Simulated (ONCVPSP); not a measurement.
# An ONCV potential for B, from input to tests

Do these settings give a usable potential? It is generated, then checked for transferability, scattering, ghosts and hardness.

The numbers are computed with ONCVPSP 4.0.1.1 (patched build) (PBEsol, scalar-relativistic, spin-unpolarised reference atom).

## (1) The atom and the settings

Typed settings, in words:

- element: boron (B, Z = 5)
- type: optimised norm-conserving Vanderbilt (ONCV)
- frozen core: [He]
- valence charge: 3
- reference configuration: 2s2 2p1
- partial waves: 2s: rc 1.70 bohr, ncon 4, nbas 9, qcut 2.2 1/bohr, local; 2p: rc 2.40 bohr, ncon 3, nbas 6, qcut 6.2 1/bohr, 2 projectors, debl 1.9 Ha; d scattering state at 0.03 Ha: rc 2.15 bohr, ncon 3, nbas 7, qcut 4.4 1/bohr, 3 projectors, debl 1.9 Ha
- local potential: the s channel
- core correction: Teter function, fcfact 4.75, rcfact 1.4

The nodes and maxima of the atom's own shells, from an earlier all-electron run, set the scale for the radii.

All-electron outer shells of the reference configuration (PBEsol, scalar-relativistic, ld1.x):

| shell | level (eV) | outermost node (bohr) | outermost maximum (bohr) |
| --- | --- | --- | --- |
| 1s | -179.55 | – | 0.21 |
| 2s | -9.36 | 0.46 | 1.52 |
| 2p | -3.56 | – | 1.59 |

## (2) Generation

Contents of B.dat:

```
# ATOM AND REFERENCE CONFIGURATION
# atsym  z   nc   nv     iexc    psfile
  B 5.00    1    2  -116133      upf
#
#   n    l    f
    1    0    2.00
    2    0    2.00
    2    1    1.00
#
# PSEUDOPOTENTIAL AND OPTIMIZATION
# lmax
    2
#
#   l,   rc,      ep,       ncon, nbas, qcut
    0    1.70    0.00    4    9    2.20
    1    2.40    0.00    3    6    6.20
    2    2.15    0.03    3    7    4.40
#
# LOCAL POTENTIAL
# lloc, lpopt,  rc(5),   dvloc0
    0    5    1.70    0.00
#
# VANDERBILT-KLEINMAN-BYLANDER PROJECTORs
# l, nproj, debl
    0    0    1.60
    1    2    1.90
    2    3    1.90
#
# MODEL CORE CHARGE
# icmod, fcfact, rcfact
    3    4.75    1.40
#
# LOG DERIVATIVE ANALYSIS
# epsh1, epsh2, depsh
   -2.00    5.00    0.02
#
# OUTPUT GRID
# rlmax, drl
    6.00    0.01
#
# TEST CONFIGURATIONS
# ncnf
    4
# nvcnf
#   n    l    f
    2
    2    0    2.00
    2    1    0.00
#
    2
    2    0    1.00
    2    1    0.00
#
    2
    2    0    2.00
    2    1    0.50
#
    2
    2    0    0.00
    2    1    3.00
#
```

On the command line:

```console
oncvpsp.x < B.dat > B.out
```

Q: Predict the outcome of this session. Wanted: cutoffs for 1 and 0.1 mHa per electron, occupied waves; bound ghosts; GHOST(+) flags; largest test error; largest phase difference near zero energy, channels read; rms error of d²Exc/dn², without and with the model core.

The runs gave:

| quantity | value |
| --- | --- |
| cutoffs for 1 and 0.1 mHa per electron, occupied waves | 31 Ha and 79 Ha |
| bound ghosts | none found |
| GHOST(+) flags | none at low energy |
| largest test error (AE − PS) | +128 meV, for 2s1 2p0 |
| largest phase difference near zero energy, channels read | 0.016 rad |
| rms error of d²Exc/dn², without and with the model core | 1.88 and 1.37 mHa |

**Reading.** By total energies transferability is poor: the largest error is 128 meV on 33.4 eV, for 2s1 2p0. It counts as of middling hardness, with 31 Ha needed at the looser tolerance. The tighter tolerance needs 79 Ha, and converged work needs a cutoff nearer that. At the looser tolerance the 2s wave is the slowest; 2p needs 10 Ha. No bound ghost shows below the valence levels. Near zero energy the phases of the channels with partial waves agree within 0.016 rad. In the s channel the atom's pole at 1.18 Ha sits lower, at 0.95 Ha, in the pseudo curve.
